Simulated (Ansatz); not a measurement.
# B₂H₄S₂: basis-set convergence

Aim: see how fast density functionals converge with the basis set for B₂H₄S₂.

Method: one geometry, several basis sets; program: Ansatz 0.2.0, Gaussian basis.

Levels to be run: PBE0-D4/def2-SVP; ωB97M-V/def2-SVP; PBE0-D4/def2-QZVPP; ωB97M-V/def2-QZVPP; the functionals' def2-TZVPP values are taken from earlier runs.

## Step 1: The geometry

All runs share one geometry, relaxed beforehand with PBE0-D4 in a triple-zeta def2 set.

8 atoms, charge 0, spin multiplicity 1.

Atoms are counted from 1 here; the program's logs count them from 0.

Bond lengths: B1–S2 1.784 Å, B1–H5 1.191 Å, B1–H6 1.192 Å, S2–B3 1.815 Å, B3–S4 1.780 Å, B3–H7 1.189 Å, S4–H8 1.343 Å. Angles: S2–B1–H5 120.7°, S2–B1–H6 116.5°, H5–B1–H6 122.8°, B1–S2–B3 102.6°, S2–B3–S4 117.5°, S2–B3–H7 120.8°, S4–B3–H7 121.6°, B3–S4–H8 96.8°.

## Step 2: PBE0-D4 in def2-SVP

in.yaml

```yaml
crystal:
  periodic: [false, false, false]
  atoms:
    - {symbol: B, position_ang: [-0.346068, 1.761916, -0.711410]}
    - {symbol: S, position_ang: [-0.302453, 0.914303, 0.857663]}
    - {symbol: B, position_ang: [0.158429, -0.775839, 0.382141]}
    - {symbol: S, position_ang: [0.316335, -1.981910, 1.681771]}
    - {symbol: H, position_ang: [-0.100173, 1.182691, -1.722072]}
    - {symbol: H, position_ang: [-0.630726, 2.918993, -0.683831]}
    - {symbol: H, position_ang: [0.346089, -1.058537, -0.756978]}
    - {symbol: H, position_ang: [0.650668, -3.018816, 0.896816]}
basis:
  gaussian: {orbitals: def2-SVP}
hamiltonian: {xc: pbe0, dispersion: d4}
output: {orbitals: {seedname: orbitals}}
```

Started as:

```
$ ansatz run in.yaml --threads 2 --pin off --events-out ev --progress --plain --max-ram 4352MiB
```

The runs that follow: ωB97M-V in def2-SVP; PBE0-D4 in def2-QZVPP; ωB97M-V in def2-QZVPP.

**Question.** What will the summary of the whole plan be? Wanted: PBE0-D4: double and triple zeta above quadruple; ωB97M-V: double and triple zeta above quadruple.

The runs gave:

| quantity | value |
| --- | --- |
| PBE0-D4: double and triple zeta above quadruple | 9.68, 0.74 eV |
| ωB97M-V: double and triple zeta above quadruple | 9.71, 0.70 eV |

**Reading.** For PBE0-D4 the step from double to triple zeta gains 8.94 eV and the next only 0.74 eV. These are total energies; as a rule much of such shifts cancels in differences, which this series doesn't test.
